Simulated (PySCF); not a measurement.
Runs of PySCF 2.14.0 on O2ZnH2. The cell holds a molecule in a box, 5 atoms: a = 12.000 Å, b = 10.000 Å, c = 13.000 Å, α = 90.00°, β = 90.00°, γ = 90.00°. 

| task | level | three-body dispersion term | conv_tol | exxdiv | grid for exchange and correlation | three-centre integrals | gap on the mesh (eV) |
| --- | --- | --- | --- | --- | --- | --- | --- |
| atomic charges | HSE06+D3(BJ) | no | 1e-07 Ha | ewald | Becke, atom-centred | read from an earlier run's file | (a) |
| atomic charges | HLE16 | - | 1e-07 Ha | - | Becke, atom-centred | read from an earlier run's file | 5.42 |
| atomic charges | RPBE | - | 1e-07 Ha | - | Becke, atom-centred | read from an earlier run's file | 4.43 |
| atomic charges | PBE | - | 1e-07 Ha | - | Becke, atom-centred | - | 4.48 |
| MP2 correlation energy | HF | - | 1e-08 Ha | ewald | - | read from an earlier run's file | 13.98 |
| CCSD(T) correlation energy | HF | - | 1e-08 Ha | ewald | - | read from an earlier run's file | 13.98 |

Alike in all rows: potentials or basis def2-svp (all-electron); no spin polarisation; cell as given; k mesh 1 × 1 × 1; smearing fixed.

Q: Estimate the missing entries.

A: (a) 6.31.

Caveats: this is a molecule in a periodic box at the Γ point, so its band gap is the HOMO-LUMO gap; the basis of atomic orbitals isn't converged, which shifts pressures, moduli and gaps; the basis is small and the box finite, so much correlation energy is missing and levels can be off by tenths of an eV (some runs); this program's HSE differs a little from the usual definition (some runs).

